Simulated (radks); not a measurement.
# Nd⁴⁹⁺ in [Ne] 4f1: an all-electron calculation

One table from this session's results is given with a row withheld; the runs are named, their logs left out.

The numbers are computed with radks (a radial shooting solver on a logarithmic mesh, Libxc functionals) version 1 (Dirac Kohn-Sham, exchange-only LDA, spin-unpolarised, spherical densities, finite nucleus; open shells are shared between the two j in proportion to 2j + 1), except any that are marked as measured or tabulated.

### The atom as given

* element: neodymium (Z = 60)
* charge: +49
* electrons: 11
* configuration: [Ne] 4f1
* nuclear rms radius: 4.9123 fm

Outer shells as boxes (Hund's rule):

Nd⁴⁹⁺
```
[Ne] core
4f [↑ ][  ][  ][  ][  ][  ][  ]
```

Set-up of the first run:

Input:

```text
Z 60
configuration [Ne] 4f1 3s0 3p0 3d0 5f0
relativity Dirac
functional lda,
spin unpolarised
j_filling average
nucleus finite rms 4.9123 fm
c 137.035999084
```

On the command line:

```bash
python run_ks.py task.json out
```

This one command runs every case of the session in turn.

Steps of the session up to this table: Self-consistent calculation.

One table of the session follows, with a row left open; its other results are not shown here.

It belongs to the step «Shells». Sizes of the orbitals, from the radial functions (bohr):

```
level      <r>  outermost maximum (interpolated)  90 % within  nodes
1s1/2  0.02363                            0.0151       0.0426      0
2s1/2  0.09870                            0.0849        0.153      1
2p1/2  0.08251                            0.0643        0.135      0
2p3/2  0.08859                            0.0696        0.143      0
3s1/2        ?                                 ?            ?      ?
3p1/2   0.2225                             0.211        0.330      1
3p3/2   0.2314                             0.220        0.342      1
3d3/2   0.1988                             0.169        0.302      0
3d5/2   0.2016                             0.172        0.305      0
4f5/2   0.3554                             0.316        0.515      0
4f7/2   0.3571                             0.317        0.517      0
5f5/2   0.6248                             0.651        0.891      1
5f7/2   0.6268                             0.653        0.894      1
```

**Question.** Estimate the row for 3s1/2.

The run gave: <r>: 0.2363; outermost maximum (interpolated): 0.226; 90 % within: 0.343; nodes: 2. In the column «<r>» it lies between 3p3/2 (0.2314) and 4f5/2 (0.3554).
